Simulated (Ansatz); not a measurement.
Write a Python script for Ansatz 0.2.0, Python API that makes a convergence test of the plane-wave cutoff of HgTe, space group Cmcm. Settings (first run): LDA, PAW, cutoff 250 eV, 4×4×4 k-points, cold smearing of 0.02 eV. The script varies cutoff (eV): 250, 300, 350, 400.

```yaml
crystal:
  lattice:
    - [2.99252, -3.46693, 0.00000]
    - [2.99252, 3.46693, 0.00000]
    - [0.00000, 0.00000, 5.79816]
  atoms:
    - { symbol: Hg, position: [0.34305, 0.65695, 0.75000] }
    - { symbol: Hg, position: [0.65695, 0.34305, 0.25000] }
    - { symbol: Te, position: [0.78481, 0.21519, 0.75000] }
    - { symbol: Te, position: [0.21519, 0.78481, 0.25000] }
```

The script, `hgte_ecut.py`:
```python
# -*- coding: utf-8 -*-
"""Convergence of HgTe with the plane-wave cutoff."""

import logging
import sys
import warnings

import ansatz as az
import pandas as pd
from pymatgen.core import Lattice, Structure
from pymatgen.io.ase import AseAtomsAdaptor

logging.basicConfig(stream=sys.stdout, format="%(levelname)s:%(name)s:%(message)s")
log = logging.getLogger("ansatz_job")
log.setLevel(logging.INFO)


def main():
    warnings.simplefilter("ignore", az.DeckWarning)

    pmg_structure = Structure(
        Lattice([(2.992518, -3.466929, 0.0), (2.992518, 3.466929, 0.0), (0.0, 0.0, 5.798157)]),
        ["Hg", "Hg", "Te", "Te"],
        [
            (0.34305, 0.65695, 0.75),
            (0.65695, 0.34305, 0.25),
            (0.784809, 0.215191, 0.75),
            (0.215191, 0.784809, 0.25),
        ],
    )
    xtal = az.Crystal.from_ase(AseAtomsAdaptor.get_atoms(pmg_structure))

    model = xtal.calculation().functional("LDA").kpoints(4).occupations("cold", width=0.02)

    rows = []
    for value in [250, 300, 350, 400]:
        summary = model.basis(value).run(threads=1, pin="off").report
        rows.append((value, summary["free_energy_ev"] / len(summary["lattice"]["sites"]), summary["n_iterations"], summary["n_pw"]))

    table = pd.DataFrame(rows, columns=["cutoff (eV)", "F/atom (eV)", "iterations", "plane waves"])
    print(table.round(5).to_string(index=False))

    # the last row is the reference
    for row in rows[:-1]:
        shift = 1000 * (row[1] - rows[-1][1])
        log.info(f"{row[0]}: {shift:+.2f} meV/atom" + ("  (within 1 meV)" if abs(shift) < 1 else ""))


if __name__ == "__main__":
    main()
```

Running `python hgte_ecut.py` prints:
```text
 cutoff (eV)  F/atom (eV)  iterations  plane waves
         250 -10173.68089           7         1077
         300 -10174.69978           6         1445
         350 -10174.78438           7         1767
         400 -10174.78745           7         2209
INFO:ansatz_job:250: +1106.56 meV/atom
INFO:ansatz_job:300: +87.67 meV/atom
INFO:ansatz_job:350: +3.07 meV/atom
```

Caveats:
- For a metal this k-point mesh is coarse: on a finer one energies can move by several to tens of meV an atom and pressures by half a GPa or more, differences at one mesh by less.
- Spin-orbit coupling, which matters for elements this heavy, is left out.
- This cell is a computed structure, which may not be the phase found in nature.
- Shifts are counted from the last row, which is itself no proven limit.
- The script silences the warnings on its input, which a real study should read.
- Run time: 12 s on 1 thread of Arm Neoverse V2 (shared host), peak memory 0.54 GiB.
